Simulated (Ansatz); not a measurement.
# C₃H₉InO₂: vertical ionisation energy

The task here is to estimate one member of a computed series from the others.

Program: Ansatz 0.2.0, Gaussian basis. Level of theory: unrestricted cation, the program's frozen cores in correlated methods. These are calculated values, not measurements.

Levels to be run: UKS PBE-D4/def2-TZVPP; UKS r2SCAN-D4/def2-TZVPP; UKS PBE0-D4/def2-TZVPP; UKS B3LYP-D4/def2-TZVPP; UKS wB97X-V/def2-TZVPP; UKS wB97M-V/def2-TZVPP; UKS B2PLYP/def2-TZVPP; UHF-CCSD(T)/def2-TZVPP; UHF-MP2/def2-QZVPP; extrapolation to the limit; then −ε(HOMO) from the neutral's earlier runs with LDA (SPW92), PBE-D4, revPBE-D4, BLYP-D4, r2SCAN-D4, B97M-V, PBE0-D4, B3LYP-D4, r2SCANh-D4, r2SCAN0-D4, HSE06-D4, BHLYP-D4, CAM-B3LYP-D4, LC-ωPBE, ωB97X-V, ωB97M-V.

### The geometry

All runs share one geometry, relaxed beforehand with PBE0-D4 in a triple-zeta def2 set. In takes the def2 core potential; no spin-orbit term is included.

SMILES `C[O][In]([CH3])[O]C`, 15 atoms, charge 0, spin multiplicity 1.

Atoms are counted from 1 here; the program's logs count them from 0.

Bond lengths: C1–O2 1.400 Å, C1–H7 1.096 Å, C1–H8 1.099 Å, C1–H9 1.098 Å, O2–In3 1.987 Å, In3–C4 2.122 Å, In3–O5 1.987 Å, C4–H10 1.089 Å, C4–H11 1.089 Å, C4–H12 1.090 Å, O5–C6 1.400 Å, C6–H13 1.098 Å, C6–H14 1.099 Å, C6–H15 1.096 Å. Angles: O2–C1–H7 108.7°, O2–C1–H8 112.6°, O2–C1–H9 113.2°, H7–C1–H8 107.3°, H7–C1–H9 107.3°, H8–C1–H9 107.5°, C1–O2–In3 126.7°, O2–In3–C4 122.2°, O2–In3–O5 115.3°, C4–In3–O5 122.5°, In3–C4–H10 109.4°, In3–C4–H11 109.6°, In3–C4–H12 109.3°, H10–C4–H11 110.0°, H10–C4–H12 108.9°, H11–C4–H12 109.7°, In3–O5–C6 126.6°, O5–C6–H13 113.2° and more.

Coordinates:

```
C    -2.3039   -0.0902    0.2627
O    -1.2878   -1.0522    0.2361
In    0.6551   -0.7215   -0.0198
C     2.0732   -2.2989   -0.0655
O     1.1713    1.1858   -0.2298
C     0.3140    2.2917   -0.1986
H    -3.2426   -0.5779    0.5509
H    -2.4669    0.3788   -0.7174
H    -2.1182    0.7147    0.9864
H     2.8564   -2.1024    0.6659
H     1.5783   -3.2408    0.1641
H     2.5216   -2.3513   -1.0574
H    -0.5278    2.2064   -0.8988
H    -0.1056    2.4719    0.8008
H     0.8830    3.1858   -0.4797
```

The first run:

in.yaml

```yaml
crystal:
  periodic: [false, false, false]
  atoms:
    - {symbol: C, position_ang: [-2.303888, -0.090207, 0.262688]}
    - {symbol: O, position_ang: [-1.287762, -1.052204, 0.236145]}
    - {symbol: In, position_ang: [0.655086, -0.721485, -0.019816]}
    - {symbol: C, position_ang: [2.073173, -2.298858, -0.065499]}
    - {symbol: O, position_ang: [1.171315, 1.185829, -0.229841]}
    - {symbol: C, position_ang: [0.313963, 2.291667, -0.198569]}
    - {symbol: H, position_ang: [-3.242638, -0.577940, 0.550911]}
    - {symbol: H, position_ang: [-2.466938, 0.378847, -0.717383]}
    - {symbol: H, position_ang: [-2.118248, 0.714719, 0.986436]}
    - {symbol: H, position_ang: [2.856419, -2.102445, 0.665889]}
    - {symbol: H, position_ang: [1.578271, -3.240814, 0.164128]}
    - {symbol: H, position_ang: [2.521607, -2.351265, -1.057350]}
    - {symbol: H, position_ang: [-0.527783, 2.206435, -0.898846]}
    - {symbol: H, position_ang: [-0.105608, 2.471933, 0.800788]}
    - {symbol: H, position_ang: [0.883022, 3.185787, -0.479680]}
basis:
  gaussian: {orbitals: def2-TZVPP}
total_charge: 1
magnetization: {spin_polarized: true, initial_magnetization: 1}
hamiltonian: {xc: pbe, dispersion: d4}
```

The run is started by

```console
> ansatz run in.yaml --threads 2 --pin off --events-out ev --progress --plain --max-ram 32768MiB --backend cuda --devices 0, --max-vram 18GiB
```

Among the steps run: Cation, UKS PBE-D4/def2-TZVPP; Cation, UKS r2SCAN-D4/def2-TZVPP; Cation, UKS PBE0-D4/def2-TZVPP; Cation, UKS B3LYP-D4/def2-TZVPP; Cation, UKS wB97X-V/def2-TZVPP; Cation, UKS wB97M-V/def2-TZVPP; Cation, UKS B2PLYP (frozen core)/def2-TZVPP; Cation, UHF-CCSD(T)/def2-TZVPP; Cation, UHF-MP2/def2-QZVPP.

One table of the session follows, with a row left open; its other results are not shown here.

For comparison, −ε(HOMO) of the neutral from earlier runs:

```
  functional  −ε(HOMO) (eV)
 LDA (SPW92)           5.80
      PBE-D4           5.63
   revPBE-D4           5.57
     BLYP-D4           5.55
   r2SCAN-D4           5.93
      B97M-V              ?
     PBE0-D4           7.15
    B3LYP-D4           6.92
  r2SCANh-D4           6.51
  r2SCAN0-D4           7.35
    HSE06-D4           6.74
    BHLYP-D4           8.57
CAM-B3LYP-D4           8.57
     LC-ωPBE           9.88
     ωB97X-V           9.56
     ωB97M-V           9.50
```

**Question.** Estimate the row for B97M-V.

**Answer.** −ε(HOMO) (eV): 6.05. In the column «−ε(HOMO) (eV)» it lies between r2SCAN-D4 (5.93) and r2SCANh-D4 (6.51).
